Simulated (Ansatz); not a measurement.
# Ge2Si: the cost of one run

Method: cc-pVTZ, core rule «outside noble gas», up to 33 orbitals frozen; program: Ansatz 0.2.0, Gaussian basis.

Plan: UHF; CCSD(T) on ROHF; CCSD(T) on UHF; BCCD(T) on ROHF; CCSDT(Q) on ROHF; CCSDT(Q) on UHF; CASSCF and NEVPT2, 11 electrons in 12 orbitals.

4 further runs of the same task are left out: 4 set aside as unsound or not needed.

**1. The system**

The geometry is a PBE0/def2-TZVP stationary point (not a proven minimum) of the parent state, kept for this charge and spin. No spin-orbit coupling is included. The filled d shell of Ge may be among the frozen orbitals whatever the setting's name suggests; the logs give the count.

3 atoms, charge 1, spin multiplicity 2.

Atoms are counted from 1 here; the program's logs count them from 0.

Bond lengths: Ge1–Si2 2.236 Å, Si2–Ge3 2.236 Å. Angles: Ge1–Si2–Ge3 82.6°.

**2. UHF**

The input, in.yaml:

```yaml
crystal:
  periodic: [false, false, false]
  atoms:
    - {symbol: Ge, position_ang: [0.000000, -0.272229, 1.475800]}
    - {symbol: Si, position_ang: [0.000000, 1.408179, 0.000000]}
    - {symbol: Ge, position_ang: [0.000000, -0.272229, -1.475800]}
basis:
  gaussian: {orbitals: cc-pVTZ}
total_charge: 1
magnetization: {spin_polarized: true, initial_magnetization: 1}
hamiltonian: {xc: hf}
output: {orbitals: {seedname: orbitals}}
```

Run with:

```bash
$ ansatz run in.yaml --threads 1 --pin off --events-out ev --progress --plain --max-ram 4096MiB --backend cpu
```

Q: Estimate wall time and peak memory on 1 thread of AMD EPYC 7R13, shared host.

About 71 s, with a peak of 0.42 GiB.
